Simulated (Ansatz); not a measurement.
**AlBrHO−: an energy map over bond length Al2–Br3 and angle Br3–Al2–O1**

Aim: map the energy of AlBrHO, SMILES [O-][AlH][Br], charge −1 over two coordinates, and find its wells, ridges and stiffness.

The runs use Ansatz 0.2.0; RKS BHLYP-D4/def2-TZVPD.

**1. The starting structure**

SMILES `[O-][AlH][Br]`, 4 atoms, charge -1, spin multiplicity 1.

Atoms are counted from 1 here; the program's logs count them from 0.

Bond lengths: O1–Al2 1.665 Å, Al2–Br3 2.413 Å, Al2–H4 1.618 Å. Angles: O1–Al2–Br3 124.9°, O1–Al2–H4 131.4°, Br3–Al2–H4 103.6°.

Coordinates:

```xyz
4

O    -1.6960    0.1232   -0.5074
Al   -0.0935    0.1818   -0.0580
Br    1.2146   -1.7206    0.6437
H     0.9498    1.4154    0.0290
```

**2. Geometry optimisation**

input.yaml reads:

```yaml
crystal:
  periodic: [false, false, false]
  atoms:
    - { symbol: O, position_ang: [-1.696004, 0.123179, -0.507367] }
    - { symbol: Al, position_ang: [-0.093504, 0.181797, -0.057981] }
    - { symbol: Br, position_ang: [1.214644, -1.720578, 0.643736] }
    - { symbol: H, position_ang: [0.949764, 1.415442, 0.029042] }
total_charge: -1
basis:
  gaussian: { orbitals: def2-TZVPD }
hamiltonian:
  xc: { name: BHLYP }
  dispersion: d4
output:
  forces: true
relax:
  f_tol: 0.003
  max_steps: 120
```

On the command line:

```sh
ansatz run input.yaml --threads 1 --pin off --max-ram 2560MiB --backend cpu --events-out ev --progress --plain --runs-dir out
```

Output (excerpt; [...] marks lines left out):

```text
Warning: RAYON_NUM_THREADS=1 ignored (pool sized by the plan → 1); use --threads N
[...]
Functional definition: BHLYP
[...]
1064 factors; their error is unknown
[...]
mean field -78710.18846147 eV, -2892.5460742772 hartree, gradient 9.4e-6 eV, S^2 0.000000; 0 other end points of the search recorded, 0 dependent functions left out
[...]
reference -78710.18862610 eV, -2892.5460803270 hartree; 29, 29 occupied and 120, 120 virtual orbitals, 1064 factors
relax step   1: F+E_penalty+E_count = -78710.31288059 eV  Δ(F+E_penalty+E_count) = +0.000e0 eV  max|allowed force component| = 1.989e0 eV/Å  Δτ_max = 0.0000 Å  (33 SCF iters, accepted)
[...]
relax step   5: F+E_penalty+E_count = -78710.38577475 eV  Δ(F+E_penalty+E_count) = -4.892e-5 eV  max|allowed force component| = 5.406e-3 eV/Å  Δτ_max = 0.0032 Å  (39 SCF iters, accepted)
[...]
relax step   6: F+E_penalty+E_count = -78710.38577741 eV  Δ(F+E_penalty+E_count) = -2.658e-6 eV  max|allowed force component| = 6.510e-4 eV/Å  Δτ_max = 0.0007 Å  (38 SCF iters, accepted)
1064 factors; their error is unknown
[...]
mean field -78710.25955920 eV, -2892.5486870706 hartree, gradient 6.4e-6 eV, S^2 0.000000; 1 other end points of the search recorded, 0 dependent functions left out
[...]
reference -78710.25972309 eV, -2892.5486930934 hartree; 29, 29 occupied and 120, 120 virtual orbitals, 1064 factors
Total energy: -78710.38594130 eV, -2892.5533315270 hartree
Atom 0 at    -1.642241     0.118898    -0.491158 Å, force    -0.000369    -0.000077    -0.000318 eV/Å
Atom 1 at    -0.093712     0.180840    -0.058028 Å, force     0.000533     0.000228     0.000651 eV/Å
Atom 2 at     1.186731    -1.698864     0.632043 Å, force    -0.000059     0.000150    -0.000161 eV/Å
Atom 3 at     0.924121     1.398965     0.024573 Å, force    -0.000105    -0.000301    -0.000173 eV/Å
Dipole moment:     1.161902    -0.560341     0.429220 e Å
```

Run time: 50 s. Hardware: 1 thread of Arm Neoverse V2, shared host; peak memory 0.31 GiB.

Step by step:

```csv
step,energy from step 1 (eV),largest force component (eV/Å)
1,0.0000,1.9886
2,-0.0587,0.9939
3,-0.0725,0.0747
4,-0.0728,0.0084
5,-0.0729,0.0054
6,-0.0729,0.0007
```

Distances of close pairs at the start and the end, largest changes first:

```csv
bond,before (Å),after (Å),change (Å)
O1–Al2,1.665,1.609,-0.056
Al2–Br3,2.413,2.377,-0.036
Al2–H4,1.618,1.590,-0.028
```

**3. Plan of the scan**

- bond length Al2–Br3: 15 values from 1.949 to 3.565 Å
- angle Br3–Al2–O1: 15 values from 79.5 to 169.5 °

Nothing else is relaxed (all other coordinates rigid). Energies count from the relaxed molecule at the same level. Points are written as (first, second).

Below, 3 of the grid's runs; all are launched alike.

**4. Grid point (2.064 Å, 169.5°)**

input.yaml reads:

```yaml
crystal:
  periodic: [false, false, false]
  atoms:
    - { symbol: O, position_ang: [-1.642241, 0.118898, -0.491158] }
    - { symbol: Al, position_ang: [-0.093712, 0.18084, -0.058028] }
    - { symbol: Br, position_ang: [1.856492, -0.111858, 0.551177] }
    - { symbol: H, position_ang: [0.924121, 1.398965, 0.024573] }
total_charge: -1
basis:
  gaussian: { orbitals: def2-TZVPD }
hamiltonian:
  xc: { name: BHLYP }
  dispersion: d4
output:
  forces: true
```

On the command line:

```sh
ansatz run input.yaml --threads 1 --pin off --max-ram 2560MiB --backend cpu --events-out ev --progress --plain --runs-dir out
```

Output (excerpt; [...] marks lines left out):

```text
Warning: RAYON_NUM_THREADS=1 ignored (pool sized by the plan → 1); use --threads N
[...]
[... 1 set-up line as earlier in the session ...]
[...]
1064 factors; their error is unknown
[...]
mean field -78706.68997559 eV, -2892.4175072925 hartree, gradient 2.7e-5 eV, S^2 0.000000; 0 other end points of the search recorded, 0 dependent functions left out
[...]
reference -78706.69011992 eV, -2892.4175125965 hartree; 29, 29 occupied and 120, 120 virtual orbitals, 1064 factors
Total energy: -78706.81428599 eV, -2892.4220756154 hartree
Atom 0 at    -1.642241     0.118898    -0.491158 Å, force    -0.120332    -1.121113     0.157941 eV/Å
Atom 1 at    -0.093712     0.180840    -0.058028 Å, force    -3.700169     2.955969    -1.567887 eV/Å
Atom 2 at     1.856492    -0.111858     0.551177 Å, force     6.640822    -5.620406     2.868244 eV/Å
Atom 3 at     0.924121     1.398965     0.024573 Å, force    -2.820321     3.785550    -1.458298 eV/Å
Dipole moment:     1.384897    -0.355546     0.457921 e Å
```

Run time: 6.6 s. Hardware: 1 thread of Arm Neoverse V2, shared host; peak memory 0.31 GiB.

On the map this point reads 345 kJ/mol.

**5. Point (2.411 Å, 124.5°)**

Changes to input.yaml since step 4:

```diff
@@ -5,3 +5,3 @@
     - { symbol: Al, position_ang: [-0.093712, 0.18084, -0.058028] }
-    - { symbol: Br, position_ang: [1.856492, -0.111858, 0.551177] }
+    - { symbol: Br, position_ang: [1.205789, -1.725482, 0.64208] }
     - { symbol: H, position_ang: [0.924121, 1.398965, 0.024573] }
```

On the command line:

```sh
ansatz run input.yaml --threads 1 --pin off --max-ram 2560MiB --backend cpu --events-out ev --progress --plain --runs-dir out
```

Output (excerpt; [...] marks lines left out):

```text
Warning: RAYON_NUM_THREADS=1 ignored (pool sized by the plan → 1); use --threads N
[...]
[... 1 set-up line as earlier in the session ...]
[...]
1064 factors; their error is unknown
[...]
mean field -78710.25569923 eV, -2892.5485452191 hartree, gradient 3.2e-5 eV, S^2 0.000000; 0 other end points of the search recorded, 0 dependent functions left out
[...]
reference -78710.25586342 eV, -2892.5485512529 hartree; 29, 29 occupied and 120, 120 virtual orbitals, 1064 factors
Total energy: -78710.38137068 eV, -2892.5531635597 hartree
Atom 0 at    -1.642241     0.118898    -0.491158 Å, force     0.027403    -0.011967     0.009685 eV/Å
Atom 1 at    -0.093712     0.180840    -0.058028 Å, force     0.105965    -0.168445     0.059858 eV/Å
Atom 2 at     1.205789    -1.725482     0.642080 Å, force    -0.136102     0.209204    -0.075080 eV/Å
Atom 3 at     0.924121     1.398965     0.024573 Å, force     0.002734    -0.028792     0.005536 eV/Å
Dipole moment:     1.150663    -0.541637     0.422784 e Å
```

It took 6.7 s on 1 thread of Arm Neoverse V2, shared host; peak memory 0.31 GiB.

Energy on the map's scale: 0.44 kJ/mol.

**6. The run at (2.872 Å, 150.2°)**

Changes to input.yaml since step 5:

```diff
@@ -5,3 +5,3 @@
     - { symbol: Al, position_ang: [-0.093712, 0.18084, -0.058028] }
-    - { symbol: Br, position_ang: [1.205789, -1.725482, 0.64208] }
+    - { symbol: Br, position_ang: [2.294087, -1.130365, 0.851664] }
     - { symbol: H, position_ang: [0.924121, 1.398965, 0.024573] }
```

On the command line:

```sh
ansatz run input.yaml --threads 1 --pin off --max-ram 2560MiB --backend cpu --events-out ev --progress --plain --runs-dir out
```

Output (excerpt; [...] marks lines left out):

```text
Warning: RAYON_NUM_THREADS=1 ignored (pool sized by the plan → 1); use --threads N
[...]
[... 1 set-up line as earlier in the session ...]
[...]
1064 factors; their error is unknown
[...]
mean field -78709.44585541 eV, -2892.5187840076 hartree, gradient 3.8e-5 eV, S^2 0.000000; 0 other end points of the search recorded, 0 dependent functions left out
[...]
reference -78709.44601940 eV, -2892.5187900343 hartree; 29, 29 occupied and 120, 120 virtual orbitals, 1064 factors
Total energy: -78709.56679053 eV, -2892.5232282914 hartree
Atom 0 at    -1.642241     0.118898    -0.491158 Å, force     0.314385    -0.633021     0.198675 eV/Å
Atom 1 at    -0.093712     0.180840    -0.058028 Å, force     1.209286     0.626917     0.239323 eV/Å
Atom 2 at     2.294087    -1.130365     0.851664 Å, force    -1.132019     0.000947    -0.324714 eV/Å
Atom 3 at     0.924121     1.398965     0.024573 Å, force    -0.391652     0.005157    -0.113284 eV/Å
Dipole moment:     0.938999    -0.216454     0.306237 e Å
```

Wall time 8.2 s (1 thread of Arm Neoverse V2, shared host); peak memory 0.3 GiB.

On the map this point reads 79 kJ/mol.

**7. Energy over the grid**

225 points were computed. Energies in kJ/mol, from the relaxed molecule at the same level:

```
angle Br3–Al2–O1 (°) ↓, bond length Al2–Br3 (Å) →  1.949  2.064  2.180  2.295  2.411  2.526  2.642  2.757  2.872  2.988  3.103  3.219  3.334  3.450  3.565
                                            169.5    454    345    272    226    195    177    166    160    158    159    162    166    171    177    182
                                            163.1    355    255    193    155    134    124    120    121    125    131    138    146    154    162    170
                                            156.6    280    188    132    102     87     83     85     91     99    108    118    129    139    149    159
                                            150.2    226    139     89     63     53     53     59     68     79     91    104    116    128    140    150
                                            143.8    188    105     58     36     29     31     40     52     65     79     93    107    120    133    144
                                            137.3    162     81     37     17     12     17     27     41     55     71     86    101    115    129    141
                                            130.9    146     67     25      7      3      9     21     35     51     67     83     99    113    127    140
                                            124.5    140     62     20      3      0      7     19     34     50     67     83     99    114    128    141
                                            118.1    141     64     23      6      3     10     23     38     54     71     88    104    118    133    145
                                            111.6    151     73     32     15     12     19     32     46     62     79     95    111    126    139    152
                                            105.2    169     91     49     30     27     33     45     59     75     91    106    121    136    149    161
                                             98.8    197    116     73     53     48     53     64     77     91    106    121    135    149    161    173
                                             92.3    237    153    106     84     77     80     88    100    113    126    140    153    165    177    187
                                             85.9    290    202    151    125    114    114    120    129    139    150    162    174    184    194    204
                                             79.5    364    268    210    178    162    157    159    164    172    180    189    198    207    215    223
```

On the same grid, largest force on an atom (eV/Å):

```tsv
angle Br3–Al2–O1 (°) ↓, bond length Al2–Br3 (Å) →	1.949	2.064	2.180	2.295	2.411	2.526	2.642	2.757	2.872	2.988	3.103	3.219	3.334	3.450	3.565
169.5	13.2	9.2	6.5	4.7	3.4	2.6	2.2	2.2	2.1	2.0	1.9	1.8	1.8	1.7	1.7
163.1	11.9	7.9	5.2	3.5	2.5	2.0	2.0	2.0	1.9	1.8	1.7	1.6	1.6	1.5	1.5
156.6	11.0	6.9	4.3	2.7	1.7	1.7	1.8	1.7	1.6	1.6	1.5	1.4	1.3	1.2	1.2
150.2	10.3	6.2	3.6	2.0	1.3	1.4	1.5	1.5	1.4	1.3	1.2	1.2	1.1	1.0	1.0
143.8	9.8	5.7	3.1	1.5	1.0	1.2	1.2	1.2	1.3	1.3	1.3	1.2	1.2	1.1	1.0
137.3	9.5	5.4	2.8	1.2	0.7	0.9	1.1	1.3	1.4	1.4	1.4	1.3	1.2	1.2	1.1
130.9	9.3	5.2	2.6	0.9	0.4	0.8	1.2	1.4	1.4	1.5	1.4	1.4	1.3	1.2	1.1
124.5	9.2	5.1	2.5	0.8	0.3	0.9	1.3	1.4	1.5	1.5	1.5	1.4	1.3	1.2	1.1
118.1	9.2	5.1	2.5	0.8	0.4	0.9	1.3	1.4	1.5	1.5	1.5	1.4	1.3	1.2	1.1
111.6	9.2	5.1	2.5	0.9	0.7	1.0	1.3	1.5	1.5	1.5	1.5	1.4	1.3	1.2	1.1
105.2	9.3	5.3	2.7	1.1	1.0	1.3	1.5	1.5	1.5	1.5	1.4	1.4	1.3	1.2	1.1
98.8	9.6	5.5	2.9	1.4	1.3	1.6	1.7	1.7	1.7	1.6	1.6	1.5	1.4	1.3	1.3
92.3	10.0	5.9	3.3	1.9	1.5	1.8	1.9	2.0	1.9	1.9	1.8	1.7	1.6	1.6	1.5
85.9	10.7	6.6	3.9	2.4	1.8	2.0	2.1	2.2	2.1	2.1	2.0	1.9	1.9	1.8	1.8
79.5	11.6	7.5	4.8	3.2	2.5	2.2	2.3	2.4	2.3	2.3	2.2	2.1	2.0	2.0	1.9
```

**8. Outcome**

| quantity | value |
| --- | --- |
| lowest point | (2.411 Å, 124.5°), 0.44 kJ/mol |
| highest computed point | (1.949 Å, 169.5°), 453 kJ/mol above the lowest |
| largest force on an atom (eV/Å) | 0.3 at (2.411 Å, 124.5°) to 13.2 at (1.949 Å, 169.5°); 0.3 at the lowest point |
| time for the whole task | 26 min on 1 thread, shared host |

The lowest computed point is at (2.411 Å, 124.5°), 0.44 kJ/mol from the relaxed molecule at the same level. The grid is coarse, so the lowest point of the scanned range may lie between grid points; coordinates that were held can hide deeper minima. The grid shows no well of another kind. The highest computed point, (1.949 Å, 169.5°), lies 453 kJ/mol above the lowest. Round the minimum the two coordinates are nearly uncoupled.
